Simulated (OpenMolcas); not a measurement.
# As⁺: CASSCF and CASPT2 terms and fine-structure levels

Which level of As⁺ lies lowest, and where do the others fall? The reference wave functions come first, then spin-orbit coupling, then second-order correlation under several settings.

Program: OpenMolcas 26.06. Level of theory: state-averaged CASSCF and CASPT2, spin-orbit coupling by RASSI with atomic mean-field integrals. These are calculated values, not measurements, unless marked.

## Step 1: Starting point

```
Species                           : As⁺ (arsenic, Z = 33, 32 electrons)
Basis                             : ANO-R3 [7s6p5d3f2g], 89 functions
Scalar Hamiltonian                : X2C, finite nucleus
Inactive shells                   : 1s 2s 2p 3s 3p 3d 4s
Active space                      : 2 electrons in 3 orbitals (4p)
Some configurations of this space : 4s² 4p²
Orbitals                          : optimised for each spin and parity, averaged over all roots
```

The outer shells:

4s2 4p2
```
4s [↑↓]
4p [↑ ][↑ ][  ]
```

The work runs as a chain of OpenMolcas steps in one folder; each step below is one input file. Labels, J, g values, rates, χT and fits are worked out afterwards by a script from the matrices that RASSI stores.

## Step 2: One- and two-electron integrals

a.inp reads:

```
&GATEWAY
Coord
1

As 0.0 0.0 0.0
Basis=ANO-R3
Group=XYZ
NoMove
AngMom=0.0 0.0 0.0
AMFI
&SEWARD
```

On the command line:

```console
$ OMP_NUM_THREADS=1 MOLCAS_MEM=1689 MOLCAS_PROJECT=a pymolcas a.inp > a.log
```

## Step 3: Reference wave functions, triplets of even parity, 3 roots

a.inp reads:

```
&RASSCF
FileOrb=start.orb
Symmetry=1
Spin=3
nActEl=2 0 0
Inactive=9 6
Ras2=0 3
CIRoot=3 3 1
SDav=3
CIMx=300
Iter=120 100
PrWF=0.3
OrbListing=Nothing
MaxOrb=0
Atom
>>> COPY $Project.JobIph JOB001
```

start.orb holds the contracted functions of the basis, ordered by shell, or the orbitals of the step before.

## Step 4: Reference wave functions, singlets of even parity, 6 roots

a.inp reads:

```
&RASSCF
FileOrb=start.orb
Symmetry=1
Spin=1
nActEl=2 0 0
Inactive=9 6
Ras2=0 3
CIRoot=6 6 1
SDav=6
CIMx=300
Iter=120 100
PrWF=0.3
OrbListing=Nothing
MaxOrb=0
Atom
>>> COPY $Project.JobIph JOB002
```

## Step 5: RASSI: spin-orbit coupling between the states

a.inp reads:

```
&RASSI
NrOfJobIphs=2 3 6
1 2 3
1 2 3 4 5 6
IphNames
JOB001
JOB002
EJob
SpinOrbit
DIPRint=1.0
SOCoupling=1000.0
Subsets=2
MEES
Property=10
'ANGMOM' 1 'ANGMOM' 2 'ANGMOM' 3 'MLTPL  1' 1 'MLTPL  1' 2 'MLTPL  1' 3
'AMFI' 1 'AMFI' 2 'AMFI' 3 'MLTPL  2' 6
SOProperty=3
'ANGMOM' 1 'ANGMOM' 2 'ANGMOM' 3
```

## Step 6: CASPT2: IPEA 0.25, imaginary shift 0.1 (closed shells correlated: 3d 4s)

a.inp reads:

```
>>> COPY JOB001 $Project.JobIph
&CASPT2
Multistate=3 1 2 3
Frozen=3 6
IPEA=0.25
Imaginary=0.1
MaxIter=60
WThr=0.0 0.3 0.05
PrWF=0.5
NoMix
>>> COPY JOB002 $Project.JobIph
&CASPT2
Multistate=6 1 2 3 4 5 6
Frozen=3 6
IPEA=0.25
Imaginary=0.1
MaxIter=60
WThr=0.0 0.3 0.05
PrWF=0.5
NoMix
```

## Step 7: CASPT2: IPEA 0, imaginary shift 0.1 (closed shells correlated: 3d 4s)

Changes to a.inp since step 6:

```diff
@@ -4,3 +4,3 @@
 Frozen=3 6
-IPEA=0.25
+IPEA=0.0
 Imaginary=0.1
@@ -14,3 +14,3 @@
 Frozen=3 6
-IPEA=0.25
+IPEA=0.0
 Imaginary=0.1
```

(Steps that only read results are left out.)

**Question.** What will these runs give? Wanted: lowest level; first excited level; lowest level of another term; spin-orbit lowering of the lowest level; strongest of the lines computed, by gA.

**Answer**, as computed:

| quantity | value |
| --- | --- |
| method | SS-CASPT2, IPEA 0.25, imaginary shift 0.1 (closed shells correlated: 3d 4s) |
| lowest level | 4s² 4p² ³P₀, 99 % of that term |
| ground level listed by NIST | 3P0 |
| first excited level | 4s² 4p² ³P₁ at 941 cm⁻¹ |
| lowest level of another term | 4s² 4p² ¹D₂ at 10060 cm⁻¹ |
| spin-orbit lowering of the lowest level | 1687 cm⁻¹ |
| strongest of the lines computed, by gA (one parity, so forbidden lines), at SS-CASPT2 energies | 4s² 4p² ¹S₀ → 4s² 4p² ³P₁, 462.4 nm, A = 4.73e+00 s⁻¹ |

Cost and accuracy by method:

```
                                              method  time of its own steps  time with the reference  mean absolute difference from the measured levels (cm-1)
                                           A. CASSCF                  3.3 s                    3.3 s                                                      2200
B. SS-CASPT2, IPEA 0.25, imaginary shift 0.1, +3d 4s                  2.2 s                    5.5 s                                                       110
   C. SS-CASPT2, IPEA 0, imaginary shift 0.1, +3d 4s                  2.2 s                    5.5 s                                                       220
```

Times are of one thread on a shared host.

What this shows: The multiplet ³P is regular; its intervals divided by the larger J differ by 33 % of their mean, where Landé's rule for pure LS coupling makes them equal. Second-order correlation (method B) scales the levels of the lowest configuration above 5000 cm⁻¹ by 0.80. Method B lies closest to the measured levels (110 cm⁻¹ on average) and A farthest (2200). Only the configurations of the active space and the roots asked for are present. CASPT2 does not keep the components of a term degenerate, and the means are used. With the s shell closed, the highest p terms come out too high. Only valence configurations of the active space appear, up to the ionisation limit; * or ° marks odd parity.
